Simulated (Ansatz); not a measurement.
**CBr (doublet): geometry optimisation**

Aim: relax a generated start of CBr (doublet) and see which bonds hold.

Computed with Ansatz 0.2.0, Gaussian basis. Level: UKS PBE0/def2-TZVP.

## (1) Where the work starts

2 atoms, charge 0, spin multiplicity 2.

Atoms are counted from 1 here; the program's logs count them from 0.

Bond lengths: C1–Br2 1.823 Å.

Coordinates:

```
C     0.0000    0.0000    0.0000
Br    0.0000    0.0000    1.8228
```

The start is set by covalent radii. Sticks and bond lists go by distance. No spin-orbit coupling is included. 

## (2) Relaxation

Contents of in.yaml:

```yaml
crystal:
  periodic: [false, false, false]
  atoms:
    - {symbol: C, position_ang: [0.000000, 0.000000, 0.000000]}
    - {symbol: Br, position_ang: [0.000000, 0.000000, 1.822800]}
basis:
  gaussian: {orbitals: def2-TZVP}
magnetization: {spin_polarized: true, initial_magnetization: 1}
hamiltonian: {xc: pbe0}
relax: {f_tol: 0.004, max_steps: 80}
```

Run with:

```
ansatz run in.yaml --threads 1 --pin off --events-out ev --progress --plain --max-ram 2176MiB
```

**Question.** What will these runs give? Wanted: energy gained; shift from the start; total energy; dipole moment; ⟨S²⟩.

**Answer**, as computed:

| quantity | value |
| --- | --- |
| steps | 3 |
| energy gained | 0.001 eV |
| shift from the start (rms) | 0.004 Å |
| total energy | -71069.4597 eV |
| dipole moment | 1.52 D |
| ⟨S²⟩ | 0.756 |

**Reading.** The bonds of the start are those of the end. C1–Br2 went from 1.823 to 1.815 Å. No vibrations were run, so this is a stationary point, not a proven minimum, and this spin need not be the ground state's.
